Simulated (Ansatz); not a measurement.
# AlCo: strong compression

An exercise on one series of results from a longer session: the logs are not shown, and one member is left open.

Method: DFT LDA, with the methods named in each step, in Ansatz 0.2.0.

## Starting point

Symmetry: Fm-3m, No. 225, cubic system. The conventional cell has a = 4.828 Å, b = 4.828 Å, c = 4.828 Å, α = 90.00°, β = 90.00°, γ = 90.00°. Co (site symmetry m-3m) has 6 Al at 2.41 Å as nearest neighbours. Al (site symmetry m-3m) is surrounded by 6 Co at 2.41 Å.

Coordinates:

```cif
data_structure
_symmetry_space_group_name_H-M 'Fm-3m'
_symmetry_Int_Tables_number 225
_cell_length_a 4.8276
_cell_length_b 4.8276
_cell_length_c 4.8276
_cell_angle_alpha 90.000
_cell_angle_beta 90.000
_cell_angle_gamma 90.000
_cell_volume 112.51
loop_
_atom_site_label
_atom_site_type_symbol
_atom_site_symmetry_multiplicity
_atom_site_Wyckoff_symbol
_atom_site_fract_x
_atom_site_fract_y
_atom_site_fract_z
_atom_site_occupancy
Co1 Co 4 a 0.00000 0.00000 0.00000 1
Al1 Al 4 b 0.50000 0.00000 0.00000 1
```

The file gives the conventional cell by its symmetry; the runs use the cell typed in the input.

Whether this phase is the stable one at these pressures isn't tested.

Atoms are numbered in the order of the input: Co1, Al2.

The first run:

File input.yaml:

```yaml
crystal:
  lattice:
    - [0.0, 2.4137972614, 2.4137972614]
    - [2.4137972614, 0.0, 2.4137972614]
    - [2.4137972614, 2.4137972614, 0.0]
  atoms:
    - { symbol: Co, position: [0.0, 0.0, 0.0] }
    - { symbol: Al, position: [0.5, 0.5, 0.5] }
kpoints:
  mp_grid: { grid: [15, 15, 15] }
scf:
  occupations: { method: fermi_dirac, width: 0.08 }
hamiltonian:
  xc: lda
  pseudopotentials: { kind: paw }
output:
  forces: true
  stress: true
relax:
  f_tol: 0.005
  max_steps: 40
  cell: {}
```

Command:

```sh
$ ansatz run input.yaml --threads 1 --pin off --max-ram 2048MiB --backend cpu --events-out ev --progress --plain --runs-dir out
```

Steps of the session up to this table: Cell relaxed at zero pressure, PAW; More of the same log: cell relaxed at zero pressure; Volume scaled by 1, PAW; Volume scaled by 0.94, PAW; Volume scaled by 0.88, PAW; Volume scaled by 0.8, PAW; Volume scaled by 0.72, PAW; Volume scaled by 0.64, PAW; Volume scaled by 0.55, PAW; Volume scaled by 0.55, PAW (source ansatz).

One table of the session follows, with a row left open; its other results are not shown here.

| method | volume over the first | volume (Å³/atom) | pressure (GPa) |
| --- | --- | --- | --- |
| PAW | 1 | 12.818 | 0.00 |
| PAW | 0.94 | 12.049 | 9.91 |
| PAW | 0.88 | 11.280 | 23.44 |
| PAW | 0.8 | 10.255 | 49.69 |
| PAW | 0.72 | ? | ? |
| PAW | 0.64 | 8.204 | 155.28 |
| PAW | 0.55 | 7.050 | 280.02 |
| PAW (source ansatz) | 0.55 | 7.050 | 282.04 |

Estimate the missing values for PAW, 0.72.

**Answer.** volume (Å³/atom): 9.229; pressure (GPa): 90.44. In the column «volume (Å³/atom)» it lies between PAW, 0.64 (8.204) and PAW, 0.8 (10.255).

To keep in mind: Spin polarisation is left out here, though a magnetic state may lie well lower.
